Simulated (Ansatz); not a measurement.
# Cd3SeS2: the cost of one run

Program: Ansatz 0.2.0. Level of theory: DFT PBE, scalar-relativistic, plane waves, PAW. These are calculated values, not measurements.

1 further run of the same task is left out (set aside as unsound or not needed). Runs told in other sessions of the task aren't counted.

**1. The system as given**

Symmetry: P3m1, No. 156, trigonal system. The conventional cell has a = 4.252 Å, b = 4.252 Å, c = 10.428 Å, α = 90.00°, β = 90.00°, γ = 120.00°. Cd (site symmetry 3m) has 3 S at 2.59 Å and 1 Se at 2.68 Å in its first shell of neighbours. Cd (site symmetry 3m) has 4 S at 2.57 to 2.59 Å in its first shell of neighbours. Around Cd (site symmetry 3m) lie 1 S at 2.56 Å and 3 Se at 2.65 Å. Se (site symmetry 3m) has 4 Cd at 2.65 to 2.68 Å in its first shell of neighbours. Around S (site symmetry 3m) lie 4 Cd at 2.57 to 2.59 Å. Around S (site symmetry 3m) lie 4 Cd at 2.56 to 2.59 Å.

As a file:

```cif
data_structure
_symmetry_space_group_name_H-M 'P 1'
_symmetry_Int_Tables_number 1
_cell_length_a 4.2523
_cell_length_b 4.2523
_cell_length_c 10.4285
_cell_angle_alpha 90.000
_cell_angle_beta 90.000
_cell_angle_gamma 120.000
_cell_volume 163.30
loop_
_atom_site_label
_atom_site_type_symbol
_atom_site_fract_x
_atom_site_fract_y
_atom_site_fract_z
_atom_site_occupancy
Cd1 Cd 0.00000 0.00000 0.99097 1
Cd2 Cd 0.33333 0.66667 0.66659 1
Cd3 Cd 0.66667 0.33333 0.34292 1
Se1 Se 0.00000 0.00000 0.24786 1
S1 S 0.33333 0.66667 0.91300 1
S2 S 0.66667 0.33333 0.58866 1
```

The cell was relaxed beforehand at this level, from a generated guess; it is a trial structure. At a tolerance of 0.02 Å it has space group P3m1 (No. 156); it has 27.22 Å³/atom, an uncorrected energy of -0.64 eV/atom over the elements and, on its mesh, gap 0.66 eV.

**2. Strained cells: the elastic tensor**

input.yaml reads:

```yaml
crystal:
  lattice:
    - [4.2522666331, 2.89e-08, 0.0]
    - [-2.1261333415, 3.6825709134, 0.0]
    - [0.0, 0.0, 10.4287295095]
  atoms:
    - { symbol: Cd, position: [0.0, 0.0, 0.9909659364] }
    - { symbol: Cd, position: [0.3333333333, 0.6666666667, 0.6666153409] }
    - { symbol: Cd, position: [0.6666666667, 0.3333333333, 0.3429059367] }
    - { symbol: Se, position: [0.0, 0.0, 0.2478317407] }
    - { symbol: S, position: [0.3333333333, 0.6666666667, 0.9130329585] }
    - { symbol: S, position: [0.6666666667, 0.3333333333, 0.5886470867] }
basis:
  ecutwfc: 420
kpoints:
  mp_grid: { grid: [6, 6, 4] }
hamiltonian:
  xc: pbe
scf:
  occupations: { method: fixed }
output:
  forces: true
  stress: true
  eigenvalues: true
  polarization: {}
elastic:
  mode: relaxed_ion
  stencil: two_point
```

The run is started by

```
$ ansatz run input.yaml --threads 4 --pin off --max-ram 8192MiB --backend cpu --events-out ev --progress --plain --runs-dir out
```

What time and memory should one allow on 4 threads of Intel Xeon 6975P-C (Granite Rapids), shared host?

About 5 min, with a peak of 0.92 GiB.
